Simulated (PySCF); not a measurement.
**C₂H₇AlOSi: geometry, spin-spin couplings**

Aim: predict the spin-spin couplings of C₂H₇AlOSi (`[CH2]1C[SiH2][O][AlH]1`).

Computed with PySCF 2.14.0, with density-fitted response routines of our own, on a single molecule in the gas phase. Atoms count from 0, in the outputs and in this text.

### 1 The molecule as given

12 atoms, charge 0, multiplicity 1; geometry from: GFN2-xTB. The atoms were then displaced at random by about 0.01 Å, so the start is not that level's minimum.

Bonds of the start (Å): C0–C1 1.52, C1–Si2 1.91, Si2–O3 1.64, O3–Al4 1.72, Al4–C0 2.02, C0–H5 1.11, C0–H6 1.10, C1–H7 1.09, C1–H8 1.09, Si2–H9 1.46, Si2–H10 1.48, Al4–H11 1.52.

### 2 Optimising the geometry at PBE0-D3(BJ)/def2-SVP

What the job is given:

```
{"job": {"xc": "PBE0", "basis": "def2-SVP", "d3": "d3bj", "grid": 1, "shake": 0.01, "kind": "geom"}, "charge": 0, "multiplicity": 1}
C     -1.304890     0.081600     0.028780
C     -0.312120    -1.047480    -0.174610
Si     1.439960    -0.444700     0.278780
O      1.358580     1.177440     0.039450
Al    -0.229240     1.768890    -0.274780
H     -2.233510    -0.069030    -0.567440
H     -1.647710     0.092520     1.075140
H     -0.281410    -1.318730    -1.233090
H     -0.615950    -1.927180     0.398600
H      2.482690    -0.922900    -0.625150
H      1.787180    -0.650930     1.704730
H     -0.403870     3.232210    -0.659430
```

Command:

```
$ OMP_NUM_THREADS=1 python probes_run.py task.json out
```

The driver reads the jobs from task.json and runs them one after another.

**Question.** This job is followed by: B3LYP/6-31G* indirect spin-spin coupling, non-relativistic, gas phase. What will the session give for the following? point group; rotational constants (main isotopes); largest coupling of the table (B3LYP/6-31G*).

The runs gave:

| quantity | value |
| --- | --- |
| point group | C1 |
| rotational constants (main isotopes) | 4.65, 3.26, 2.04 GHz |
| largest coupling of the table (B3LYP/6-31G*) | 1J(Al,H) Al4–H11, 273.7 Hz |

What this shows: The start of the PBE0/def2-SVP relaxation was shaken at random by about 0.01 Å, so part of the energy gained, and of the first lengths quoted, undoes that. Over 6 steps the energy fell by 0.159 eV; of the close pairs, Al4–H11 changed most, 1.523 to 1.581 Å. No frequency check was run at this level, so the end point may be a saddle. Of the pairs tabulated at B3LYP/6-31G*, Al4–H11 couples most strongly (273.7 Hz; Fermi contact 274.4 Hz). Couplings across rotatable bonds belong to this one conformer; where others are populated, the observed values are averages. Couplings from bases without tight functions are rough.
